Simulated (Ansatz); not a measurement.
# OsSe (zincblende): the equilibrium volume

Aim: the volume at which the pressure of OsSe (zincblende) vanishes. This structure was made by substitution into a known type, so it needn't be the compound's stable form.

Method: DFT PBE, scalar-relativistic, plane waves, PAW, in Ansatz 0.2.0.

2 further runs of the same task are left out: 1 that didn't finish, 1 set aside as unsound or not needed. Runs told in other sessions of the task aren't counted.

## 1. The structure to begin with

Symmetry: F-43m, No. 216, cubic system. The conventional cell has a = 5.666 Å, b = 5.666 Å, c = 5.666 Å, α = 90.00°, β = 90.00°, γ = 90.00°. Os (site symmetry -43m) has 4 Se at 2.45 Å in its first shell of neighbours. Around Se (site symmetry -43m) lie 4 Os at 2.45 Å.

Structure file:

```cif
data_structure
_symmetry_space_group_name_H-M 'F-43m'
_symmetry_Int_Tables_number 216
_cell_length_a 5.6659
_cell_length_b 5.6659
_cell_length_c 5.6659
_cell_angle_alpha 90.000
_cell_angle_beta 90.000
_cell_angle_gamma 90.000
_cell_volume 181.89
loop_
_atom_site_label
_atom_site_type_symbol
_atom_site_symmetry_multiplicity
_atom_site_Wyckoff_symbol
_atom_site_fract_x
_atom_site_fract_y
_atom_site_fract_z
_atom_site_occupancy
Os1 Os 4 a 0.00000 0.00000 0.00000 1
Se1 Se 4 d 0.25000 0.25000 0.75000 1
```

Starting moments: Os 1.00 μB.

## 2. The first run

input.yaml reads:

```yaml
crystal:
  lattice:
    - [0.0, 2.8329423009, 2.8329423009]
    - [2.8329423009, 0.0, 2.8329423009]
    - [2.8329423009, 2.8329423009, 0.0]
  atoms:
    - { symbol: Os, position: [0.0, 0.0, 0.0], spin: 1.0 }
    - { symbol: Se, position: [0.25, 0.25, 0.25] }
basis:
  ecutwfc: 420
  ecutrho_ratio: 4
kpoints:
  mp_grid: { grid: [10, 10, 10] }
hamiltonian:
  xc: pbe
scf:
  occupations: { method: gaussian, width: 0.05 }
output:
  forces: true
  stress: true
  eigenvalues: true
  populations: true
magnetization:
  spin_polarized: true
```

The run is started by

```console
$ ansatz run input.yaml --threads 2 --pin off --max-ram 2662MiB --backend cpu --events-out ev --progress --plain --runs-dir out
```

The runs that follow: A step to a new volume; A step to a new volume.

Before running it: what results should come out? Wanted: volume; pressure; conventional cell; gap on the mesh.

As calculated:

```
         quantity                                                                      value
           volume                                                             20.902 Å³/atom
         pressure                                                                   0.07 GPa
conventional cell  a = 5.509 Å, b = 5.509 Å, c = 5.509 Å, α = 90.00°, β = 90.00°, γ = 90.00°
  gap on the mesh                                                               none (metal)
```

**Reading.** Over the 3 runs shown the cell moved from 22.74 to 20.90 Å³/atom, a change of -8.1 %, where the pressure is zero within 0.07 GPa. Spin–orbit coupling is left out, though the cell holds Os; in elements this heavy it can shift levels and gaps by tenths of an eV. A run loses the moments it was seeded with; other starts can end magnetic.
